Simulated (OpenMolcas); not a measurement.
# F⁴⁺: CASSCF and CASPT2 terms and fine-structure levels, part 1 of 2

Wanted: the level scheme of F⁴⁺ from active-space wave functions, then second-order correlation under several settings.

Method: state-averaged CASSCF and CASPT2, spin-orbit coupling by RASSI with atomic mean-field integrals. Code: OpenMolcas 26.06.

## Step 1: The atom as given

- Species: F⁴⁺ (fluorine, Z = 9, 5 electrons)
- Basis: ANO-RCC-VQZP [5s4p3d2f1g], 55 functions
- Scalar Hamiltonian: DKH2, point nucleus
- Inactive shells: 1s
- Active space: 3 electrons in 4 orbitals (2s 2p)
- Some configurations of this space: 2p3, 2s 2p2, 2s2 2p
- Orbitals: optimised for each spin and parity, averaged over the low roots

The outer shells:

2p3
```
2p [↑ ][↑ ][↑ ]
```

2s 2p2
```
2s [↑ ]
2p [↑ ][↑ ][  ]
```

2s2 2p
```
2s [↑↓]
2p [↑ ][  ][  ]
```

Each step is its own input file, run in one work folder so that later steps find the files of earlier ones. Labels, J, g values, rates, χT and fits are worked out afterwards by a script from the matrices that RASSI stores.

## Step 2: One- and two-electron integrals

Contents of a.inp:

```
&GATEWAY
Coord
1

F 0.0 0.0 0.0
Basis=ANO-RCC-VQZP
Group=XYZ
NoMove
AngMom=0.0 0.0 0.0
AMFI
&SEWARD
```

Log:

```text
Basis set label: F.ANO-RCC...5S4P3D2F1G.

      Electronic valence basis set:
      ------------------
      Associated Effective Charge   9.000000 au
      Associated Actual Charge      9.000000 au
      Nuclear Model: Point charge

      Shell  nPrim  nBasis  Cartesian Spherical Contaminant
         s      14       5        X
         p       9       4        X
         d       4       3                 X
         f       3       2                 X
         g       2       1                 X
                  Relativistic Douglas-Kroll-Hess integrals:
                    - DKH order of Hamiltonian: 2
                    - DKH order of Properties : 0
                  Atomic mean-field integrals
```

## Step 3: CASSCF: quartets of odd parity, 1 root

Contents of a.inp:

```
&RASSCF
FileOrb=start.orb
Symmetry=2
Spin=4
nActEl=3 0 0
Inactive=1 0
Ras2=1 3
CIRoot=1 1 1
SDav=1
CIMx=300
Iter=120 100
PrWF=0.3
OrbListing=Nothing
MaxOrb=0
Atom
>>> COPY $Project.JobIph JOB001
```

start.orb holds the contracted functions of the basis, ordered by shell, or the orbitals of the step before.

Log, cut to the lines that bear on the results:

```text
[...]
      Number of active orbitals                  4
[...]
      Spin quantum number                      1.5
[...]
      Active orbitals                            1   3
[...]
      Number of CSFs                             1
      Number of root(s) required                 1
[...]
 ###    WARNING: Problems in orbital optimization.                           ###
 ###                                                                         ###
 ###                                                                         ###
[...]
      Convergence after  4 iterations
[...]
      Natural orbitals and occupation numbers for root  1
      sym 1:   0.000000
      sym 2:   1.000000   1.000000   1.000000
::    RASSCF root number  1 Total energy:    -91.02992424
```

The warning on the orbital optimisation comes with active orbitals that are nearly full or empty in all roots, whose rotations are then almost redundant.

## Step 4: CASSCF: doublets of odd parity, 11 roots

Contents of a.inp:

```
&RASSCF
FileOrb=start.orb
Symmetry=2
Spin=2
nActEl=3 0 0
Inactive=1 0
Ras2=1 3
CIRoot=11 11 1
SDav=11
CIMx=300
Iter=120 100
PrWF=0.3
OrbListing=Nothing
MaxOrb=0
Atom
>>> COPY $Project.JobIph JOB002
```

Log, cut to the lines that bear on the results:

```text
[...]
      Number of active orbitals                  4
[...]
      Spin quantum number                      0.5
[...]
      Active orbitals                            1   3
[...]
      Number of CSFs                            11
      Number of root(s) required                11
[...]
      Convergence after  8 iterations
[...]
      Natural orbitals and occupation numbers for root  1
      sym 1:   1.923054
      sym 2:   0.038473   1.000000   0.038473
      Natural orbitals and occupation numbers for root  2
      sym 1:   1.923054
      sym 2:   0.038473   0.038473   1.000000
      Natural orbitals and occupation numbers for root  3
      sym 1:   1.923054
      sym 2:   1.000000   0.038473   0.038473
::    RASSCF root number  1 Total energy:    -92.27517802
::    RASSCF root number  2 Total energy:    -92.27517802
[...]
::    RASSCF root number  8 Total energy:    -90.83119779
::    RASSCF root number  9 Total energy:    -90.63638995
::    RASSCF root number 10 Total energy:    -90.63638995
::    RASSCF root number 11 Total energy:    -90.63638995
```

## Step 5: Reference wave functions, quartets of even parity, 3 roots

Contents of a.inp:

```
&RASSCF
FileOrb=start.orb
Symmetry=1
Spin=4
nActEl=3 0 0
Inactive=1 0
Ras2=1 3
CIRoot=3 3 1
SDav=3
CIMx=300
Iter=120 100
PrWF=0.3
OrbListing=Nothing
MaxOrb=0
Atom
>>> COPY $Project.JobIph JOB003
```

Log, cut to the lines that bear on the results:

```text
[...]
      Number of active orbitals                  4
[...]
      Spin quantum number                      1.5
[...]
      Active orbitals                            1   3
[...]
      Number of CSFs                             3
      Number of root(s) required                 3
[...]
      Convergence after  4 iterations
[...]
      Natural orbitals and occupation numbers for root  1
      sym 1:   1.000000
      sym 2:   1.000000   0.000000   1.000000
      Natural orbitals and occupation numbers for root  2
      sym 1:   1.000000
      sym 2:   1.000000   1.000000   0.000000
      Natural orbitals and occupation numbers for root  3
      sym 1:   1.000000
      sym 2:   0.000000   1.000000   1.000000
::    RASSCF root number  1 Total energy:    -91.91314102
::    RASSCF root number  2 Total energy:    -91.91314102
::    RASSCF root number  3 Total energy:    -91.91314102
```

## Step 6: Reference wave functions, doublets of even parity, 9 roots

Contents of a.inp:

```
&RASSCF
FileOrb=start.orb
Symmetry=1
Spin=2
nActEl=3 0 0
Inactive=1 0
Ras2=1 3
CIRoot=9 9 1
SDav=9
CIMx=300
Iter=120 100
PrWF=0.3
OrbListing=Nothing
MaxOrb=0
Atom
>>> COPY $Project.JobIph JOB004
```

Log, cut to the lines that bear on the results:

```text
[...]
      Number of active orbitals                  4
[...]
      Spin quantum number                      0.5
[...]
      Active orbitals                            1   3
[...]
      Number of CSFs                             9
      Number of root(s) required                 9
[...]
      Convergence after  6 iterations
[...]
      Natural orbitals and occupation numbers for root  1
      sym 1:   1.000000
      sym 2:   0.594971   0.128513   1.276517
      Natural orbitals and occupation numbers for root  2
      sym 1:   1.000000
      sym 2:   0.802816   0.033410   1.163774
      Natural orbitals and occupation numbers for root  3
      sym 1:   1.000000
      sym 2:   0.000047   1.006856   0.993097
::    RASSCF root number  1 Total energy:    -91.55414742
::    RASSCF root number  2 Total energy:    -91.55414742
[...]
::    RASSCF root number  6 Total energy:    -91.35529793
::    RASSCF root number  7 Total energy:    -91.24375124
::    RASSCF root number  8 Total energy:    -91.24375124
::    RASSCF root number  9 Total energy:    -91.24375124
```

## Step 7: State interaction with spin-orbit coupling

Contents of a.inp:

```
&RASSI
NrOfJobIphs=4 1 8 3 9
1
1 2 3 4 5 6 7 8
1 2 3
1 2 3 4 5 6 7 8 9
IphNames
JOB001
JOB002
JOB003
JOB004
EJob
SpinOrbit
DIPRint=1.0
SOCoupling=1000.0
Subsets=2
MEES
Property=10
'ANGMOM' 1 'ANGMOM' 2 'ANGMOM' 3 'MLTPL  1' 1 'MLTPL  1' 2 'MLTPL  1' 3
'AMFI' 1 'AMFI' 2 'AMFI' 3 'MLTPL  2' 6
SOProperty=3
'ANGMOM' 1 'ANGMOM' 2 'ANGMOM' 3
```

Log, cut to the lines that bear on the results:

```text
[...]
Eigenvalues of complex Hamiltonian:
   -----------------------------------
  (Shifted by EMIN (a.u.) =        -92.2751780168)
 SO State       Relative EMIN(au)   Rel lowest level(eV)    D:o, cm**(-1)     J-value
     1            -0.0020894642        0.0000000000              0.0000         0.4
     2            -0.0020894642        0.0000000000              0.0000         0.4
     3             0.0010444266        0.0852775127            687.8095         1.0
     4             0.0010444266        0.0852775127            687.8095         1.0
     5             0.0010444266        0.0852775127            687.8095         1.3
     6             0.0010444266        0.0852775127            687.8095         1.3
     7             0.3601636228        9.8574086694          79505.3627         0.4
     8             0.3601636228        9.8574086694          79505.3627         0.4
     9             0.3612903648        9.8880688803          79752.6540         1.4
    10             0.3612903648        9.8880688803          79752.6540         1.3
    11             0.3612903648        9.8880688803          79752.6540         0.9
[...]
```

These steps: 9.3 s of run time, 1 thread, shared host.

Spin-free terms, from the roots grouped by L:

```
configuration  term  E (cm-1)
       2s2 2p   2P*       0.0
       2s 2p2    4P     79458
       2s 2p2    2D    158248
       2s 2p2    2S    201890
       2s 2p2    2P    226372
          2p3   4S*    273302
```

Fine-structure levels, from the RASSI matrices grouped by J:

| Configuration | Term | J | E (cm-1) | Leading % |
| --- | --- | --- | --- | --- |
| 2s2 2p | 2P* | 1/2 | 0.0 | 100 |
| 2s2 2p | 2P* | 3/2 | 688 | 100 |
| 2s 2p2 | 4P | 1/2 | 79505 | 100 |
| 2s 2p2 | 4P | 3/2 | 79753 | 100 |
| 2s 2p2 | 4P | 5/2 | 80160 | 100 |
| 2s 2p2 | 2D | 3/2 | 158705 | 100 |
| 2s 2p2 | 2D | 5/2 | 158708 | 100 |
| 2s 2p2 | 2S | 1/2 | 202345 | 100 |
| 2s 2p2 | 2P | 1/2 | 226513 | 100 |
| 2s 2p2 | 2P | 3/2 | 226994 | 100 |
| 2p3 | 4S* | 3/2 | 273760 | 100 |

The table of levels holds 11 of 13 computed; the rest, higher up, is left out.

Orbitals of the lowest block:

```
shell     space  energy (hartree)  mean occupation  ⟨r²⟩ (bohr²)
   1s  inactive          -30.4444            2.000        0.0413
   2s      RAS2                              0.545         0.833
   2p      RAS2                              2.455         0.753
```

## Step 8: CASPT2: IPEA 0.25, imaginary shift 0.1 (closed shells correlated: 1s)

Contents of a.inp:

```
>>> COPY JOB001 $Project.JobIph
&CASPT2
Multistate=1 1
Frozen=0 0
IPEA=0.25
Imaginary=0.1
MaxIter=60
WThr=0.0 0.3 0.05
PrWF=0.5
NoMix
>>> COPY JOB002 $Project.JobIph
&CASPT2
Multistate=8 1 2 3 4 5 6 7 8
Frozen=0 0
IPEA=0.25
Imaginary=0.1
MaxIter=60
WThr=0.0 0.3 0.05
PrWF=0.5
NoMix
>>> COPY JOB003 $Project.JobIph
&CASPT2
Multistate=3 1 2 3
Frozen=0 0
IPEA=0.25
Imaginary=0.1
MaxIter=60
WThr=0.0 0.3 0.05
PrWF=0.5
NoMix
>>> COPY JOB004 $Project.JobIph
&CASPT2
Multistate=9 1 2 3 4 5 6 7 8 9
Frozen=0 0
IPEA=0.25
Imaginary=0.1
MaxIter=60
WThr=0.0 0.3 0.05
PrWF=0.5
NoMix
```

Log:

```text
Orbital specifications:
      -----------------------

      Symmetry species                           1   2
                                                ag  au
      Frozen orbitals                            0   0
      Inactive orbitals                          1   0
      Active orbitals                            1   3
      Secondary orbitals                        27  23
      Deleted orbitals                           0   0
      Number of basis functions                 29  26
Type of calculation                        SS-CASPT2
      Fock operator                              state-specific
      IPEA shift                                 0.25
      Real shift                                 0.00
      Imaginary shift                            0.10
      The input orbitals will be transformed to quasi-canonical
Reference energy:         -91.0299242370
      E2 (Non-variational):      -0.0437213277
      Shift correction:          -0.0000031024
      E2 (Variational):          -0.0437244301
      Total energy:             -91.0736486671
      Residual norm:              0.0000000273
      Reference weight:           0.99703
      Contributions to the CASPT2 correlation energy
      Active & Virtual Only:         -0.0264002830
      One Inactive Excited:          -0.0114189740
      Two Inactive Excited:          -0.0059020707
::    CASPT2 Root  1     Total energy:    -91.07364867
Orbital specifications:
      -----------------------

      Symmetry species                           1   2
                                                ag  au
      Frozen orbitals                            0   0
      Inactive orbitals                          1   0
      Active orbitals                            1   3
      Secondary orbitals                        27  23
      Deleted orbitals                           0   0
      Number of basis functions                 29  26
Type of calculation                        MS-CASPT2
      Fock operator                              state-specific
      IPEA shift                                 0.25
      Real shift                                 0.00
      Imaginary shift                            0.10
      The input orbitals will be transformed to quasi-canonical
Reference energy:         -92.2751780168
      E2 (Non-variational):      -0.0518633384
      Shift correction:          -0.0000106203
      E2 (Variational):          -0.0518739587
      Total energy:             -92.3270519755
      Residual norm:              0.0000000852
      Reference weight:           0.99398
      Contributions to the CASPT2 correlation energy
      Active & Virtual Only:         -0.0414541585
      One Inactive Excited:          -0.0057747462
      Two Inactive Excited:          -0.0046344337
Reference energy:         -92.2751780168
      E2 (Non-variational):      -0.0518633373
      Shift correction:          -0.0000106203
      E2 (Variational):          -0.0518739576
      Total energy:             -92.3270519744
      Residual norm:              0.0000000852
      Reference weight:           0.99398
      Contributions to the CASPT2 correlation energy
      Active & Virtual Only:         -0.0414541574
      One Inactive Excited:          -0.0057747461
      Two Inactive Excited:          -0.0046344337
::    CASPT2 Root  1     Total energy:    -92.32705198
::    CASPT2 Root  2     Total energy:    -92.32705197
::    CASPT2 Root  3     Total energy:    -92.32705198
::    CASPT2 Root  4     Total energy:    -90.92713118
::    CASPT2 Root  5     Total energy:    -90.92763229
::    CASPT2 Root  6     Total energy:    -90.92713674
::    CASPT2 Root  7     Total energy:    -90.92716249
::    CASPT2 Root  8     Total energy:    -90.92691303
::    MS-CASPT2 Root  1     Total energy:    -92.32705198
::    MS-CASPT2 Root  2     Total energy:    -92.32705198
::    MS-CASPT2 Root  3     Total energy:    -92.32705197
::    MS-CASPT2 Root  4     Total energy:    -90.92814234
::    MS-CASPT2 Root  5     Total energy:    -90.92742356
::    MS-CASPT2 Root  6     Total energy:    -90.92727257
::    MS-CASPT2 Root  7     Total energy:    -90.92680449
::    MS-CASPT2 Root  8     Total energy:    -90.92633278
Orbital specifications:
      -----------------------

      Symmetry species                           1   2
                                                ag  au
      Frozen orbitals                            0   0
      Inactive orbitals                          1   0
      Active orbitals                            1   3
      Secondary orbitals                        27  23
      Deleted orbitals                           0   0
      Number of basis functions                 29  26
Type of calculation                        MS-CASPT2
      Fock operator                              state-specific
      IPEA shift                                 0.25
      Real shift                                 0.00
      Imaginary shift                            0.10
      The input orbitals will be transformed to quasi-canonical
Reference energy:         -91.9131410165
      E2 (Non-variational):      -0.0291015978
      Shift correction:          -0.0000030883
      E2 (Variational):          -0.0291046861
      Total energy:             -91.9422457026
      Residual norm:              0.0000009545
      Reference weight:           0.99772
      Contributions to the CASPT2 correlation energy
      Active & Virtual Only:         -0.0176122553
      One Inactive Excited:          -0.0064170316
      Two Inactive Excited:          -0.0050723109
Reference energy:         -91.9131410165
      E2 (Non-variational):      -0.0291015978
      Shift correction:          -0.0000030883
      E2 (Variational):          -0.0291046861
      Total energy:             -91.9422457026
      Residual norm:              0.0000009545
      Reference weight:           0.99772
      Contributions to the CASPT2 correlation energy
      Active & Virtual Only:         -0.0176122553
      One Inactive Excited:          -0.0064170316
      Two Inactive Excited:          -0.0050723109
::    CASPT2 Root  1     Total energy:    -91.94224570
::    CASPT2 Root  2     Total energy:    -91.94224570
::    CASPT2 Root  3     Total energy:    -91.94224570
::    MS-CASPT2 Root  1     Total energy:    -91.94224570
::    MS-CASPT2 Root  2     Total energy:    -91.94224570
::    MS-CASPT2 Root  3     Total energy:    -91.94224570
Orbital specifications:
      -----------------------

      Symmetry species                           1   2
                                                ag  au
      Frozen orbitals                            0   0
      Inactive orbitals                          1   0
      Active orbitals                            1   3
      Secondary orbitals                        27  23
      Deleted orbitals                           0   0
      Number of basis functions                 29  26
Type of calculation                        MS-CASPT2
      Fock operator                              state-specific
      IPEA shift                                 0.25
      Real shift                                 0.00
      Imaginary shift                            0.10
      The input orbitals will be transformed to quasi-canonical
Reference energy:         -91.5541474194
      E2 (Non-variational):      -0.0785017261
      Shift correction:          -0.0000266886
      E2 (Variational):          -0.0785284148
      Total energy:             -91.6326758341
      Residual norm:              0.0000006738
      Reference weight:           0.98878
      Contributions to the CASPT2 correlation energy
      Active & Virtual Only:         -0.0658102673
      One Inactive Excited:          -0.0075464273
      Two Inactive Excited:          -0.0051450315
Reference energy:         -91.5541474194
      E2 (Non-variational):      -0.0785089655
      Shift correction:          -0.0000267092
      E2 (Variational):          -0.0785356748
      Total energy:             -91.6326830941
      Residual norm:              0.0000004850
      Reference weight:           0.98878
      Contributions to the CASPT2 correlation energy
      Active & Virtual Only:         -0.0658171085
      One Inactive Excited:          -0.0075467758
      Two Inactive Excited:          -0.0051450812
::    CASPT2 Root  1     Total energy:    -91.63267583
::    CASPT2 Root  2     Total energy:    -91.63268309
::    CASPT2 Root  3     Total energy:    -91.63268819
::    CASPT2 Root  4     Total energy:    -91.63268768
::    CASPT2 Root  5     Total energy:    -91.63268191
::    CASPT2 Root  6     Total energy:    -91.42819506
::    CASPT2 Root  7     Total energy:    -91.34225183
::    CASPT2 Root  8     Total energy:    -91.34225183
::    CASPT2 Root  9     Total energy:    -91.34225183
::    MS-CASPT2 Root  1     Total energy:    -91.63269128
::    MS-CASPT2 Root  2     Total energy:    -91.63268860
::    MS-CASPT2 Root  3     Total energy:    -91.63268667
::    MS-CASPT2 Root  4     Total energy:    -91.63268051
::    MS-CASPT2 Root  5     Total energy:    -91.63266983
::    MS-CASPT2 Root  6     Total energy:    -91.42819489
::    MS-CASPT2 Root  7     Total energy:    -91.34225183
::    MS-CASPT2 Root  8     Total energy:    -91.34225183
::    MS-CASPT2 Root  9     Total energy:    -91.34225183
```

This run: 1.8 s of run time, 1 thread, shared host.

SS-CASPT2: lowest energy less the reference's lowest, -0.0519 hartree; reference weights 0.985 to 0.998. These are the single-state energies of the run (the lines without MS-).

Levels with spin-orbit coupling, from the RASSI matrix with the averaged CASPT2 term energies on its diagonal:

| Configuration | Term | J | E (cm-1) | Leading % |
| --- | --- | --- | --- | --- |
| 2s2 2p | 2P* | 1/2 | 0.0 | 100 |
| 2s2 2p | 2P* | 3/2 | 688 | 100 |
| 2s 2p2 | 4P | 1/2 | 84500 | 100 |
| 2s 2p2 | 4P | 3/2 | 84750 | 100 |
| 2s 2p2 | 4P | 5/2 | 85160 | 100 |
| 2s 2p2 | 2D | 3/2 | 152850 | 100 |
| 2s 2p2 | 2D | 5/2 | 152860 | 100 |
| 2s 2p2 | 2S | 1/2 | 197730 | 100 |
| 2s 2p2 | 2P | 1/2 | 216280 | 100 |
| 2s 2p2 | 2P | 3/2 | 216760 | 100 |
| 2p3 | 4S* | 3/2 | 275550 | 100 |

The strongest lines between these levels (SS-CASPT2 energies, vacuum wavelengths; moments from the reference wave functions; branching within the model space):

```
        upper           lower  type  λ (nm)   A (s-1)  branching %
2s 2p2 2P 3/2  2s2 2p 2P* 1/2    E1   46.13  1.51e+09         16.6
2s 2p2 2P 1/2  2s2 2p 2P* 1/2    E1   46.24  5.93e+09         65.2
2s 2p2 2P 3/2  2s2 2p 2P* 3/2    E1   46.28  7.61e+09         83.4
2s 2p2 2P 1/2  2s2 2p 2P* 3/2    E1   46.38  3.17e+09         34.8
2s 2p2 2S 1/2  2s2 2p 2P* 1/2    E1   50.57  1.87e+09         35.9
2s 2p2 2S 1/2  2s2 2p 2P* 3/2    E1   50.75  3.33e+09         64.1
  2p3 4S* 3/2   2s 2p2 4P 1/2    E1   52.34  1.46e+09         16.8
  2p3 4S* 3/2   2s 2p2 4P 3/2    E1   52.41  2.91e+09         33.4
  2p3 4S* 3/2   2s 2p2 4P 5/2    E1   52.52  4.34e+09         49.8
2s 2p2 2D 3/2  2s2 2p 2P* 1/2    E1   65.42  9.03e+08         84.1
2s 2p2 2D 5/2  2s2 2p 2P* 3/2    E1   65.72  1.06e+09        100.0
2s 2p2 2D 3/2  2s2 2p 2P* 3/2    E1   65.72  1.71e+08         15.9
  2p3 4S* 3/2   2s 2p2 2D 5/2    E1    81.5  2.68e+04          0.0
2s 2p2 2S 1/2   2s 2p2 4P 3/2    M1   88.51  1.61e+00          0.0
2s 2p2 4P 3/2  2s2 2p 2P* 1/2    E1     118  1.52e+02         11.1
2s 2p2 4P 1/2  2s2 2p 2P* 1/2    E1   118.3  5.62e+03         50.2
2s 2p2 4P 5/2  2s2 2p 2P* 3/2    E1   118.4  3.99e+03        100.0
2s 2p2 4P 3/2  2s2 2p 2P* 3/2    E1     119  1.22e+03         88.9
2s 2p2 4P 1/2  2s2 2p 2P* 3/2    E1   119.3  5.58e+03         49.8
2s 2p2 2D 5/2   2s 2p2 4P 5/2    M1   147.7  3.06e-01          0.0
2s 2p2 2S 1/2   2s 2p2 2D 3/2    E2   222.8  7.22e+00          0.0
2s 2p2 2S 1/2   2s 2p2 2D 5/2    E2   222.9  1.08e+01          0.0
```

(Continued in part 2 of 2.)
